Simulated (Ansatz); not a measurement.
# TaF3: the cost of one run

Computed with Ansatz 0.2.0 (reference: DFT r2SCAN, plane waves, PAW, scalar-relativistic, no spin polarisation, unless a step's input says otherwise).

1 further run of the same task is left out (set aside as unsound or not needed).

### Step 1. The structure to begin with

Symmetry: Pm-3m, No. 221, cubic system. Conventional cell: a = 3.965 Å, b = 3.965 Å, c = 3.965 Å, α = 90.00°, β = 90.00°, γ = 90.00°. Ta (site symmetry m-3m) is surrounded by 6 F at 1.98 Å. F (site symmetry 4/mmm) has 2 Ta at 1.98 Å as nearest neighbours.

As a file:

```cif
data_structure
_symmetry_space_group_name_H-M 'P 1'
_symmetry_Int_Tables_number 1
_cell_length_a 3.9650
_cell_length_b 3.9650
_cell_length_c 3.9650
_cell_angle_alpha 90.000
_cell_angle_beta 90.000
_cell_angle_gamma 90.000
_cell_volume 62.33
loop_
_atom_site_label
_atom_site_type_symbol
_atom_site_fract_x
_atom_site_fract_y
_atom_site_fract_z
_atom_site_occupancy
Ta1 Ta 0.00000 0.00000 0.00000 1
F1 F 0.50000 0.00000 0.00000 1
F2 F 0.00000 0.50000 0.00000 1
F3 F 0.00000 0.00000 0.50000 1
```

### Step 2. Reference

Input file input.yaml:

```yaml
crystal:
  lattice:
    - [3.964994, 0.0, 0.0]
    - [0.0, 3.964994, 0.0]
    - [0.0, 0.0, 3.964994]
  atoms:
    - { symbol: Ta, position: [0.0, 0.0, 0.0] }
    - { symbol: F, position: [0.5, 0.0, 0.0] }
    - { symbol: F, position: [0.0, 0.5, 0.0] }
    - { symbol: F, position: [0.0, 0.0, 0.5] }
  symmetry: { tolerance: 0.0003 }
kpoints:
  mp_grid: { grid: [5, 5, 5], shift: [0, 0, 0] }
magnetization:
  spin_polarized: false
scf:
  occupations: { method: fermi_dirac }
hamiltonian:
  pseudopotentials: { kind: paw }
  xc: r2scan
basis:
  ecutwfc: 500
output:
  forces: true
  stress: true
  eigenvalues: true
  write_density: true
  write_potential: true
  elf: true
  volumetric_format: npy
relax:
  max_steps: 40
  cell: {}
```

Started as:

```
> ansatz run input.yaml --threads 1 --pin off --max-ram 2560MiB --backend cpu --events-out ev --progress --plain --runs-dir out
```

**Question.** How long does this run take on 1 thread of an x86-64 CPU, shared host, and how much memory does it need?

About 10 s, with a peak of 0.5 GiB.
